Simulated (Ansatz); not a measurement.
What does this script print? It uses the Ansatz DFT code, driven from Python.

`ktbeusbo6_convert.py`
```python
"""Chain to YAML and back, for KTbEuSbO6."""

from pathlib import Path

import ansatz as az
import numpy as np

vectors = np.array([
    [0.0, 4.225341, 4.225341],
    [4.225341, 0.0, 4.225341],
    [4.225341, 4.225341, 0.0],
])
ktbeusbo6 = (
    az.Lattice.of(vectors)
    .atom("K", (0.25, 0.25, 0.25))
    .atom("Tb", (0.5, 0.5, 0.5))
    .atom("Eu", (0.75, 0.75, 0.75))
    .atom("Sb", (0.0, 0.0, 0.0))
    .atom("O", (0.762489, 0.237511, 0.237511))
    .atom("O", (0.237511, 0.762489, 0.762489))
    .atom("O", (0.762489, 0.762489, 0.237511))
    .atom("O", (0.237511, 0.237511, 0.762489))
    .atom("O", (0.237511, 0.762489, 0.237511))
    .atom("O", (0.762489, 0.237511, 0.762489))
    .moments(Tb=6, Eu=7)
)

job = (
    ktbeusbo6.calculation()
    .basis(510)
    .spin("collinear")
    .hubbard("Eu", "f", u_eff=5.0)
    .functional("pbe")
    .kpoints(5, 5, 5)
    .occupations("Marzari-Vanderbilt", width=0.1)
    .hubbard("Tb", "f", u_eff=6.0)
    .phonons("dfpt", mesh=2)
)
Path("written.yaml").write_text(job.to_yaml())
back = az.Calculation.from_yaml("written.yaml")
print(back.to_python())
print("same input:", back.to_yaml() == job.to_yaml())
```

```console
$ python ktbeusbo6_convert.py
(
    az.Lattice.of(((0.0, 4.225341, 4.225341), (4.225341, 0.0, 4.225341), (4.225341, 4.225341, 0.0)))
    .atom("K", (0.25, 0.25, 0.25))
    .atom("Tb", (0.5, 0.5, 0.5))
    .atom("Eu", (0.75, 0.75, 0.75))
    .atom("Sb", (0.0, 0.0, 0.0))
    .atom("O", (0.762489, 0.237511, 0.237511))
    .atom("O", (0.237511, 0.762489, 0.762489))
    .atom("O", (0.762489, 0.762489, 0.237511))
    .atom("O", (0.237511, 0.237511, 0.762489))
    .atom("O", (0.237511, 0.762489, 0.237511))
    .atom("O", (0.762489, 0.237511, 0.762489))
    .moments({"Eu": 7.0, "Tb": 6.0})
    .calculation()
    .basis(cutoff=510.0)
    .kpoints(5, 5, 5)
    .functional("pbe")
    .hubbard("Eu", "f", u_eff=5.0)
    .hubbard("Tb", "f", u_eff=6.0)
    .spin("collinear")
    .occupations(method="cold", width=0.1)
    .phonons(method="dfpt", mesh=(2, 2, 2))
)

same input: True
```

It writes `written.yaml`:
```yaml
crystal:
  lattice:
    - [0.0, 4.225341, 4.225341]
    - [4.225341, 0.0, 4.225341]
    - [4.225341, 4.225341, 0.0]
  atoms:
    - { symbol: K, position: [0.25, 0.25, 0.25] }
    - { symbol: Tb, position: [0.5, 0.5, 0.5] }
    - { symbol: Eu, position: [0.75, 0.75, 0.75] }
    - { symbol: Sb, position: [0.0, 0.0, 0.0] }
    - { symbol: O, position: [0.762489, 0.237511, 0.237511] }
    - { symbol: O, position: [0.237511, 0.762489, 0.762489] }
    - { symbol: O, position: [0.762489, 0.762489, 0.237511] }
    - { symbol: O, position: [0.237511, 0.237511, 0.762489] }
    - { symbol: O, position: [0.237511, 0.762489, 0.237511] }
    - { symbol: O, position: [0.762489, 0.237511, 0.762489] }
basis:
  ecutwfc: 510.0
kpoints:
  mp_grid:
    grid: [5, 5, 5]
hamiltonian:
  xc: pbe
  hubbard:
    - { species: Eu, l: f, u_eff: 5.0 }
    - { species: Tb, l: f, u_eff: 6.0 }
magnetization:
  spin_polarized: true
  per_species:
    Eu: 7.0
    Tb: 6.0
scf:
  occupations:
    method: cold
    width: 0.1
phonons:
  method: dfpt
  qmesh: [2, 2, 2]
```

The input is only written out: it wasn't run, and its settings aren't tested. The structure comes from a database and needn't be a stable phase.
